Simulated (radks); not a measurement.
# Dipole-allowed lines with 54 electrons: La³⁺, Ce⁴⁺, Pr⁵⁺

One table from this session's results is given with a row withheld; the runs are named, their logs left out.

Program: radks (a radial shooting solver on a logarithmic mesh, Libxc functionals) version 1. Level of theory: scalar-relativistic Kohn-Sham, exchange-only LDA, spin-unpolarised, spherical densities, finite nucleus. These are calculated values, not measurements, unless marked.

## The atom as given

| Property | Result |
| --- | --- |
| species | La³⁺ ([Xe]), Ce⁴⁺ ([Xe]), Pr⁵⁺ ([Xe]) |

Set-up of the first run:

Settings of this run:

```text
Z 57
configuration [Xe] 6s0 4f0 5d0 6p0
relativity scalar-relativistic
functional lda,
spin unpolarised
nucleus finite rms 4.855 fm
c 137.035999084
response adiabatic LDA kernel, real frequencies
```

The run is started by

```sh
$ python run_ks.py task.json out
```

The same process makes all the runs of this session.

Among the steps run: La³⁺, [Xe].

One of the session's tables, all rows but one given; the rest of the session is left out.

It belongs to the step «La³⁺, [Xe]». Sizes of the orbitals, from the radial functions (bohr):

| level | <r> | outermost maximum (interpolated) | 90 % within | nodes |
| --- | --- | --- | --- | --- |
| 4p | 0.6936 | 0.635 | 1.01 | 2 |
| 4d | 0.7681 | 0.672 | 1.16 | 1 |
| 5s | 1.540 | 1.40 | 2.21 | 4 |
| 5p | 1.762 | 1.57 | 2.55 | 3 |
| 4f | ? | ? | ? | ? |
| 5d | 2.413 | 2.07 | 3.57 | 2 |
| 6s | 3.453 | 3.23 | 4.88 | 5 |
| 6p | 4.046 | 3.77 | 5.74 | 4 |

Estimate the missing values for 4f.

As computed: <r>: 1.123; outermost maximum (interpolated): 0.744; 90 % within: 1.92; nodes: 0. In the column «<r>» it lies between 4d (0.7681) and 5s (1.540).
